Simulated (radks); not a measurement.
# Nuclear size and the levels of W²²⁺

Aim: how the total energy, the levels and the density at the nucleus of W²²⁺ respond when the nuclear radius is scaled.

Method: Dirac Kohn-Sham, PBE, spin-unpolarised, spherical densities, finite nucleus; open shells are shared between the two j in proportion to 2j + 1. Code: radks (a radial shooting solver on a logarithmic mesh, Libxc functionals) version 1.

### Step 1. The atom as given

* element: tungsten (Z = 74)
* charge: +22
* electrons: 52
* configuration: [Kr] 4d10 4f6
* nuclear rms radius: 5.3658 fm

Outer shells as boxes (Hund's rule):

W²²⁺
```
[Kr] core
4d [↑↓][↑↓][↑↓][↑↓][↑↓]
4f [↑ ][↑ ][↑ ][↑ ][↑ ][↑ ][  ]
```

In the logs a row gives level, spin channel, occupation and eigenvalue; Etot, Ekin, Encl (electron-nucleus), Eh (Hartree) and Exc are energies, all in hartree; err is the last residual, it the number of iterations.

### Step 2. rms radius 5.3658 fm

Input:

```text
Z 74
configuration [Kr] 4d10 4f6 5s0 5p0
relativity Dirac
functional pbe,pbe
spin unpolarised
j_filling average
nucleus finite rms 5.3658 fm
c 137.035999084
```

Log:

```text
1s1/2   1   2.0000       -2572.63575517
2s1/2   1   2.0000        -463.00539238
2p1/2   1   2.0000        -443.84968311
2p3/2   1   4.0000        -394.14785531
3s1/2   1   2.0000        -124.58795672
3p1/2   1   2.0000        -116.05252494
3p3/2   1   4.0000        -105.27474258
3d3/2   1   4.0000         -90.88190035
3d5/2   1   6.0000         -88.54018807
4s1/2   1   2.0000         -42.89789976
4p1/2   1   2.0000         -39.30966249
4p3/2   1   4.0000         -36.57538665
4d3/2   1   4.0000         -30.64329030
4d5/2   1   6.0000         -30.10456514
4f5/2   1   2.5714         -22.63625215
4f7/2   1   3.4286         -22.51142572
5s1/2   1   0.0000         -20.42289767
5p1/2   1   0.0000         -18.95973802
5p3/2   1   0.0000         -18.10809403
Etot -15964.384848289214
Ekin 18001.302899519804
Encl -38639.799791551646
Eh 4974.691942064808
Exc -300.57989832217874
err 4.314793675861479e-09
it 14
```

4f7/2 is the highest filled level (-612.57 eV).

Radial moments (bohr):

| level | occupation | energy (eV) | <r> | outermost maximum (interpolated) | 90 % within | nodes |
| --- | --- | --- | --- | --- | --- | --- |
| 4p3/2 | 4 | -995.27 | 0.4662 | 0.441 | 0.671 | 2 |
| 4d3/2 | 4 | -833.85 | 0.4692 | 0.433 | 0.692 | 1 |
| 4d5/2 | 6 | -819.19 | 0.4777 | 0.441 | 0.704 | 1 |
| 4f5/2 | 2.57143 | -615.96 | 0.4728 | 0.388 | 0.727 | 0 |
| 4f7/2 | 3.42857 | -612.57 | 0.4765 | 0.391 | 0.732 | 0 |
| 5s1/2 | 0 | -555.74 | 0.8435 | 0.832 | 1.17 | 4 |
| 5p1/2 | 0 | -515.92 | 0.8679 | 0.855 | 1.21 | 3 |
| 5p3/2 | 0 | -492.75 | 0.9082 | 0.900 | 1.27 | 3 |

The radial density on a logarithmic grid:

```csv
r (bohr),4πr²ρ (e/bohr)
0.000772,5.236
0.00115,9.727
0.00170,17.35
0.00252,29.75
0.00376,48.55
0.00557,71.98
0.00824,94.37
0.0122,104.9
0.0182,98.28
0.0269,93.71
0.0398,116.7
0.0594,135.1
0.0879,110.3
0.130,116.4
0.193,108.3
0.287,58.60
0.425,67.50
0.629,29.51
0.939,2.515
1.39,0.03475
```

### Step 3. rms radius 4.3409 fm

Settings, as their differences from step 2:

```diff
@@ -6,3 +6,3 @@
 j_filling average
-nucleus finite rms 5.3658 fm
+nucleus finite rms 4.3409 fm
 c 137.035999084
```

Log:

```text
1s1/2   1   2.0000       -2572.94435792
2s1/2   1   2.0000        -463.04889209
2p1/2   1   2.0000        -443.85021992
2p3/2   1   4.0000        -394.14604364
3s1/2   1   2.0000        -124.59765945
3p1/2   1   2.0000        -116.05263520
3p3/2   1   4.0000        -105.27425229
3d3/2   1   4.0000         -90.88145429
3d5/2   1   6.0000         -88.53976491
4s1/2   1   2.0000         -42.90046775
4p1/2   1   2.0000         -39.30969719
4p3/2   1   4.0000         -36.57526446
4d3/2   1   4.0000         -30.64319130
4d5/2   1   6.0000         -30.10447183
4f5/2   1   2.5714         -22.63619156
4f7/2   1   3.4286         -22.51136669
5s1/2   1   0.0000         -20.42370247
5p1/2   1   0.0000         -18.95975369
5p3/2   1   0.0000         -18.10805930
Etot -15965.145803038231
Ekin 18005.882630177977
Encl -38645.177495613345
Eh 4974.740770713204
Exc -300.5917083160675
err 1.1880545701880694e-08
it 14
```

E − E(step 2, rms radius 5.3658 fm) = -20.707 eV. The top filled level is 4f7/2, -612.57 eV.

### Step 4. rms radius 4.9526 fm

Settings, as their differences from step 3:

```diff
@@ -6,3 +6,3 @@
 j_filling average
-nucleus finite rms 4.3409 fm
+nucleus finite rms 4.9526 fm
 c 137.035999084
```

Log:

```text
1s1/2   1   2.0000       -2572.76533342
2s1/2   1   2.0000        -463.02365522
2p1/2   1   2.0000        -443.84990963
2p3/2   1   4.0000        -394.14709464
3s1/2   1   2.0000        -124.59203024
3p1/2   1   2.0000        -116.05257151
3p3/2   1   4.0000        -105.27453672
3d3/2   1   4.0000         -90.88171306
3d5/2   1   6.0000         -88.54001039
4s1/2   1   2.0000         -42.89897788
4p1/2   1   2.0000         -39.30967713
4p3/2   1   4.0000         -36.57533535
4d3/2   1   4.0000         -30.64324873
4d5/2   1   6.0000         -30.10452597
4f5/2   1   2.5714         -22.63622671
4f7/2   1   3.4286         -22.51140093
5s1/2   1   0.0000         -20.42323555
5p1/2   1   0.0000         -18.95974462
5p3/2   1   0.0000         -18.10807945
Etot -15964.704362596596
Ekin 18003.211606774326
Encl -38642.043558548234
Eh 4974.7124423479945
Exc -300.58485317068335
err 4.546321534387759e-09
it 14
```

E − E(step 2, rms radius 5.3658 fm) = -8.694 eV. 4f7/2 is the highest filled level (-612.57 eV).

### Step 5. rms radius 5.5268 fm

Settings, as their differences from step 4:

```diff
@@ -6,3 +6,3 @@
 j_filling average
-nucleus finite rms 4.9526 fm
+nucleus finite rms 5.5268 fm
 c 137.035999084
```

Log:

```text
1s1/2   1   2.0000       -2572.58343266
2s1/2   1   2.0000        -462.99801884
2p1/2   1   2.0000        -443.84959121
2p3/2   1   4.0000        -394.14816245
3s1/2   1   2.0000        -124.58631208
3p1/2   1   2.0000        -116.05250603
3p3/2   1   4.0000        -105.27482570
3d3/2   1   4.0000         -90.88197598
3d5/2   1   6.0000         -88.54025981
4s1/2   1   2.0000         -42.89746448
4p1/2   1   2.0000         -39.30965655
4p3/2   1   4.0000         -36.57540737
4d3/2   1   4.0000         -30.64330709
4d5/2   1   6.0000         -30.10458096
4f5/2   1   2.5714         -22.63626243
4f7/2   1   3.4286         -22.51143573
5s1/2   1   0.0000         -20.42276125
5p1/2   1   0.0000         -18.95973535
5p3/2   1   0.0000         -18.10809992
Etot -15964.25583154901
Ekin 18000.537335461828
Encl -38638.8989327523
Eh 4974.683665105759
Exc -300.57789936429555
err 4.305168558407006e-09
it 14
```

Energy against step 2 (rms radius 5.3658 fm): +3.511 eV. Highest occupied level: 4f7/2 at -612.57 eV.

### Step 6. rms radius 6.3853 fm

Settings, as their differences from step 5:

```diff
@@ -6,3 +6,3 @@
 j_filling average
-nucleus finite rms 5.5268 fm
+nucleus finite rms 6.3853 fm
 c 137.035999084
```

Log:

```text
1s1/2   1   2.0000       -2572.28763261
2s1/2   1   2.0000        -462.95634169
2p1/2   1   2.0000        -443.84906719
2p3/2   1   4.0000        -394.14989874
3s1/2   1   2.0000        -124.57701639
3p1/2   1   2.0000        -116.05239801
3p3/2   1   4.0000        -105.27529560
3d3/2   1   4.0000         -90.88240349
3d5/2   1   6.0000         -88.54066538
4s1/2   1   2.0000         -42.89500425
4p1/2   1   2.0000         -39.30962269
4p3/2   1   4.0000         -36.57552448
4d3/2   1   4.0000         -30.64340198
4d5/2   1   6.0000         -30.10467040
4f5/2   1   2.5714         -22.63632051
4f7/2   1   3.4286         -22.51149230
5s1/2   1   0.0000         -20.42199020
5p1/2   1   0.0000         -18.95972015
5p3/2   1   0.0000         -18.10813322
Etot -15963.526449861052
Ekin 17996.257832151998
Encl -38633.85454436393
Eh 4974.636880951766
Exc -300.56661860088604
err 4.300856226326165e-09
it 14
```

E − E(step 2, rms radius 5.3658 fm) = +23.358 eV. Highest occupied level: 4f7/2 at -612.57 eV.

### Step 7. All runs together

```csv
rms radius (fm),total energy shift (eV),density at nucleus (e/bohr³),1s1/2 shift (meV),2s1/2 shift (meV),4p1/2 shift (meV),5s1/2 shift (meV),5p1/2 shift (meV)
4.3409,-20.7,1.532e+06,-8398,-1184,-0.944,-21.9,-0.426
4.9526,-8.69,1.463e+06,-3526,-497,-0.398,-9.19,-0.180
5.3658,0,1.423e+06,0,0,0,0,0
5.5268,3.51,1.409e+06,1424,201,0.162,3.71,0.0727
6.3853,23.4,1.34e+06,9473,1335,1.08,24.7,0.486
```

Shifts are against the first run. Over the range the 1s1/2 level moves by 17.9 eV and the 5p1/2 level by 0.913 meV. A larger nucleus binds the 1s electrons less and lowers the density at its centre. These are shifts of eigenvalues, not the field shifts of spectral lines.
